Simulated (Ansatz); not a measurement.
# IrRu, space group R-3m: a charge-density difference against the sublattices

Program: the Python package of Ansatz (0.2.0).

The cells in order, each with its output:

In [1]:
```python
from dataclasses import dataclass
import warnings

import ansatz
import numpy as np
```

In [2]:
```python
@dataclass
class Options:
    filling: str = "gaussian"
    width_ev: float = 0.05
    ecut: int = 460
    kmesh: tuple[int, ...] = (12, 12, 12)
```

In [3]:
```python
opts = Options()
```

In [4]:
```python
vectors0 = np.array([
    [1.348143, 0.778351, 4.425783],
    [-1.348143, 0.778351, 4.425783],
    [0.0, -1.556701, 4.425783],
])
sites = [
    ("Ru", (0.5, 0.5, 0.5)),
    ("Ir", (0.0, 0.0, 0.0)),
]


def on_lattice(cell):
    crystal = ansatz.Crystal(lattice=ansatz.Lattice.of(cell))
    for symbol, position in sites:
        crystal = crystal.atom(symbol, position)
    return crystal
```

In [5]:
```python
warnings.simplefilter("ignore", ansatz.DeckWarning)
```

In [6]:
```python
def solve(crystal):
    return (
        crystal.calculation()
        .functional(ansatz.Functional.PBESOL)
        .occupations(opts.filling, width=opts.width_ev)
        .basis(opts.ecut, grid_basis="typed")
        .kpoints(*opts.kmesh)
        .density()
        .run(threads=1)
    )


whole = solve(on_lattice(vectors0))
difference = whole.density().channels[0].density_e_per_ang3.copy()
binding = whole.report["free_energy_ev"]
for element in ["Ru", "Ir"]:
    part = ansatz.Crystal(lattice=ansatz.Lattice.of(vectors0))
    for symbol, position in sites:
        if symbol == element:
            part = part.atom(symbol, position)
    alone = solve(part)
    difference -= alone.density().channels[0].density_e_per_ang3
    binding -= alone.report["free_energy_ev"]
    print(f"{element} sublattice: {alone.report['n_electrons']:g} electrons, {alone.report['n_iterations']} iterations")
```
```text
Ru sublattice: 16 electrons, 7 iterations
Ir sublattice: 17 electrons, 6 iterations
```

In [7]:
```python
voxel = abs(np.linalg.det(vectors0)) / difference.size
print(f"energy of the crystal less its unpolarised sublattices: {binding / len(sites):.4f} eV/atom")
print(f"net charge of the difference {difference.sum() * voxel:.5f} e, charge rearranged {0.5 * np.abs(difference).sum() * voxel:.3f} e")
print(f"extremes {difference.min():.4f} and {difference.max():.4f} e/A^3")
for (symbol, position) in sites:
    index = tuple(int(round(p * n)) % n for p, n in zip(position, difference.shape))
    print(f"  change of the pseudo-density at the grid point nearest {symbol}: {difference[index]:+.4f} e/A^3")
```
```text
energy of the crystal less its unpolarised sublattices: -2.5442 eV/atom
net charge of the difference -0.00000 e, charge rearranged 0.411 e
extremes -0.4799 and 0.1874 e/A^3
  change of the pseudo-density at the grid point nearest Ru: -0.0476 e/A^3
  change of the pseudo-density at the grid point nearest Ir: -0.0489 e/A^3
```

For a metal this k-point mesh is coarse: on a finer one energies can move by several to tens of meV an atom and pressures by half a GPa or more, differences at one mesh by less. Spin-orbit coupling, which matters for elements this heavy, is left out. The fields are valence quantities on the plane-wave grid; their values near the nuclei depend on the potentials. The structure comes from a database of computed cells and needn't be a stable or known phase. Charge moved counts every rearrangement, bonding and polarisation too, and is no transfer between atoms; the bare sublattices are artificial references. Values near the nuclei depend on the potentials. The whole script took 20 s on 1 thread of Arm Neoverse N1, on a shared host, peak memory 0.45 GiB.
